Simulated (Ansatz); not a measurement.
What does this script print? It uses the Ansatz DFT code, driven from Python.

`bfh3no_bend.py`
```python
"""Bending curve of BFH3NO."""

import ansatz as az
from ase import Atoms

BASIS = "def2-SVP"
FUNCTIONAL = "r2SCAN"
FMAX = 0.02

atoms = Atoms(["N", "B", "O", "F", "H", "H", "H"], positions=[
    [-0.4187, 0.9556, 0.1919],
    [-0.0101, -0.4426, 0.0203],
    [1.1424, -0.9089, 0.724],
    [-0.6677, -1.3356, -0.8345],
    [-0.4873, 1.4139, -0.7935],
    [-1.4528, 0.9853, 0.5236],
    [1.9554, -0.7357, 0.1225],
])

# start the scan from a relaxed geometry
first = (
    az.Crystal.molecule_from_ase(atoms).calculation()
    .basis(gaussian=BASIS)
    .functional(FUNCTIONAL)
    .relax(force_tolerance=FMAX, max_steps=80)
)
atoms.positions = first.run(threads=1).report["positions_ang"]

rows = []
for angle in [85, 95, 105, 115, 125, 140, 160]:
    bent = atoms.copy()
    bent.set_angle(1, 2, 6, angle, indices=[6])
    calc = az.Crystal.molecule_from_ase(bent).calculation()
    calc = calc.basis(gaussian=BASIS).functional(FUNCTIONAL)
    rows.append((angle, calc.run(threads=1).report["free_energy_ev"]))
floor = min(e for _, e in rows)
for angle, e in rows:
    print(f"angle B1-O2-H6 = {angle:3d} deg   {1000 * (e - floor):9.1f} meV")
```

```console
$ python bfh3no_bend.py
angle B1-O2-H6 =  85 deg       499.6 meV
angle B1-O2-H6 =  95 deg       193.4 meV
angle B1-O2-H6 = 105 deg        36.8 meV
angle B1-O2-H6 = 115 deg         0.0 meV
angle B1-O2-H6 = 125 deg        51.6 meV
angle B1-O2-H6 = 140 deg       224.8 meV
angle B1-O2-H6 = 160 deg       479.5 meV
```

The scan is rigid, and the energies are electronic, in a modest basis. The zero is the lowest point of the grid, which needn't be the minimum. Finished in 2.6 min on 1 thread of AMD EPYC (Zen 3), on a shared host, peak memory 0.24 GiB.

(Lines on the test bed's own set-up are left out of the output.)
